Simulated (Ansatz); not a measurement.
**Ga: response to strain**

Ga is deformed so: equal xx and yy strain of -3 %. What stress and forces result, by LAPW, PAW and all-electron datasets made for the crystal?

Method: DFT LDA, scalar-relativistic, in Ansatz 0.2.0.

## 1. The starting structure

Symmetry: Cmcm, No. 63, orthorhombic system. Conventional cell: a = 2.900 Å, b = 8.130 Å, c = 3.170 Å, α = 90.00°, β = 90.00°, γ = 90.00°. Ga (site symmetry m2m) has 8 Ga at 2.68 to 2.90 Å as nearest neighbours.

As a file:

```
Ga
1.0
     1.45000   -4.06500    0.00000
     1.45000    4.06500    0.00000
     0.00000    0.00000    3.17000
Ga
2
Direct
  0.86700 0.13300 0.25000
  0.13300 0.86700 0.75000
```

Atoms are numbered in the order of the input: Ga1, Ga2.

## 2. The deformed structure

Space group Cmcm before, Cmcm after.

## 3. LAPW, all electrons

Contents of input.yaml:

```yaml
crystal:
  lattice:
    - [1.4065, -3.94305, 0.0]
    - [1.4065, 3.94305, 0.0]
    - [0.0, 0.0, 3.17]
  atoms:
    - { symbol: Ga, position: [0.867, 0.133, 0.25] }
    - { symbol: Ga, position: [0.133, 0.867, 0.75] }
kpoints:
  mp_grid: { grid: [12, 12, 10] }
  band_path:
    path:
      - [0.0, 0.0, 0.0]
      - [-0.5, 0.5, 0.0]
      - [-0.2818093587, 0.7181906413, 0.0]
      - [0.2818093587, 0.2818093587, 0.0]
      - [0.0, 0.0, 0.0]
      - [0.0, 0.0, 0.5]
      - [0.2818093587, 0.2818093587, 0.5]
      - [-0.2818093587, 0.7181906413, 0.5]
      - [-0.5, 0.5, 0.5]
    npoints: 5
scf:
  occupations: { method: fermi_dirac, width: 0.08 }
hamiltonian:
  xc: lda
  pseudopotentials: { kind: all_electron, lapw: { basis_error: 0.001 } }
output:
  forces: true
  stress: true
  eigenvalues: true
```

The run is started by

```
ansatz run input.yaml --threads 1 --pin off --max-ram 3072MiB --backend cpu --events-out ev --progress --plain --runs-dir out
```

## 4. PAW with frozen cores

Contents of input.yaml:

```yaml
crystal:
  lattice:
    - [1.4065, -3.94305, 0.0]
    - [1.4065, 3.94305, 0.0]
    - [0.0, 0.0, 3.17]
  atoms:
    - { symbol: Ga, position: [0.867, 0.133, 0.25] }
    - { symbol: Ga, position: [0.133, 0.867, 0.75] }
kpoints:
  mp_grid: { grid: [12, 12, 10] }
scf:
  occupations: { method: fermi_dirac, width: 0.08 }
hamiltonian:
  xc: lda
  pseudopotentials: { kind: paw }
output:
  forces: true
  stress: true
  eigenvalues: true
  efg: { contact_densities: true }
```

## 5. All-electron PAW on datasets made for the crystal

Edit input.yaml of step 4 so:

```diff
@@ -14,3 +14,3 @@
   xc: lda
-  pseudopotentials: { kind: paw }
+  pseudopotentials: { kind: all_electron, datasets: crystal }
 output:
```

(Steps that only read results are left out.)

What does the calculation give? Wanted: pressure; largest shear or deviatoric stress.

The runs gave:

| quantity | value |
| --- | --- |
| pressure | LAPW -0.84, PAW -0.89, crystal datasets -0.84 GPa |
| largest shear or deviatoric stress (LAPW) | 2.20 GPa |

What this shows: The largest part of the stress beyond the pressure is 2.20 GPa in size, in the xx component; the atoms are carried along and not relaxed. No run of the undeformed cell stands beside it, so the pressure holds what the given cell had before the change. PAW: stress within 0.05 GPa of LAPW, forces within 1 meV/Å. Crystal datasets: stress within 0.01 GPa of LAPW, forces within 1 meV/Å.
